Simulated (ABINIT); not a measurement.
A run of ABINIT 10.8.3 (patched build) is set up as follows.

Contents of run.abi:

```
pp_dirpath "./"
pseudos "Be.upf, B.upf"

acell 3*1.0
rprim
     0.0000000000     3.7164046929     3.7164046929
     3.7164046929     0.0000000000     3.7164046929
     3.7164046929     3.7164046929     0.0000000000
ntypat 2
znucl 4 5
natom 2
typat 1 2
xred
     0.0000000000     0.0000000000     0.0000000000
     0.2500000000     0.2500000000     0.2500000000

ecut 44.0

kptopt 1
ngkpt 9 9 9
nshiftk 1
shiftk 0.0 0.0 0.0

ixc 11
vdw_xc 5

nband 8
occopt 3
tsmear 0.00183747

nstep 100
tolvrs 1.0e-10

iomode 3
prtwf 0
prtden 0
prteig 0
prtebands 0
enunit 1
```

Potentials or basis: PseudoDojo NC SR PBE v0.4.1 standard.

Run with:

```bash
$ abinit run.abi > log 2>&1
```

(1) Estimate the pressure.

(2) Predict the band gap on the k mesh.

Results:

(1) 59.8 GPa.

(2) none (metal or under the smearing width).

Caveat: a pressure of tens of GPa on the cell as given is suspect, and the run, the potentials or the cell itself is likely at fault; pairwise dispersion overbinds metals, which lowers pressure and volume.
